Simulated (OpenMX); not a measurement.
## HfIn4SiO6 under changes of volume

One of the cells (20.489 Å³/atom); the others are scaled copies at fixed shape and fractional positions:

```xyz
12
Lattice="5.3316 0.0159 -0.0484 -2.5793 4.8820 -0.0191 -1.5181 -1.2222 9.4552" Properties=species:S:1:pos:R:3 pbc="T T T"
Hf    0.4788   -0.1503    3.7956
In   -2.0281    1.7443    8.2116
In    0.4038    3.1078    3.2589
In    2.0643    1.3901    1.1100
In    2.8549    1.2057    5.2841
Si    2.1961    4.5946    0.2960
O    -0.3796    1.3897    4.6000
O     2.3277    3.2702    4.5516
O     1.3322    1.9300    9.2685
O     4.9498   -0.2322    1.9726
O    -1.2826   -0.1993    9.2428
O     0.5784    4.6309   -0.0414
```

The cell was built by a generator and needn't be a form met in nature.

* Program: OpenMX 3.8.5
* Functional: PBE
* Potentials or basis: OpenMX 2013 PBE set, Hf7.0-s3p2d2, In7.0-s3p2d1, Si7.0-s2p1d1, O6.0-s2p2, fixed grid of 63 × 64 × 126 points
* k mesh: 7 × 7 × 3
* Occupations: fermi-dirac, width 0.05 eV
* Spin: no spin polarisation

```tsv
volume (Å³/atom)	energy over the lowest point (meV/atom)	gap on the mesh (eV)	largest force (eV/Å)
19.259	?	?	?
19.669	21.11	1.06	1.448
20.079	9.19	1.04	1.128
20.489	2.32	1.03	0.830
20.898	0.00	1.01	0.730
21.308	1.78	0.99	0.759
21.718	7.25	0.98	0.849
```

What does the run at 19.259 Å³/atom give?

Energy over the lowest point 38.65 meV/atom; gap on the mesh 1.09 eV; largest force 1.883 eV/Å.

Worked out: A Birch-Murnaghan fit of order 3 (a polynomial in V^(-2/3)) to the other rows has its minimum at 20.92 Å³/atom with B0 = V·E''(V) = 81 GPa and B' = 4.3 at fixed shape and positions, which overstates the stiffness. It gives 38.64 meV/atom at 19.259 Å³/atom, against the run's 38.65. A straight line through the other rows of the gap, of slope -0.822 eV per unit of ln V, extrapolates to 1.08 eV, against the run's 1.09.

Energies are extrapolated to zero smearing.

Caveats: the basis has few d functions beyond the semicore shells, which can make volumes several per cent too large; spin-orbit coupling is left out, which moves the levels of the heavy elements; an odd mesh through Γ misses points on the zone boundary, where band edges often lie; the basis of atomic orbitals isn't converged, which shifts pressures, moduli and gaps; forces of over 1 eV/Å show positions far from the minimum, so gaps and moduli don't describe the material at rest (some runs).
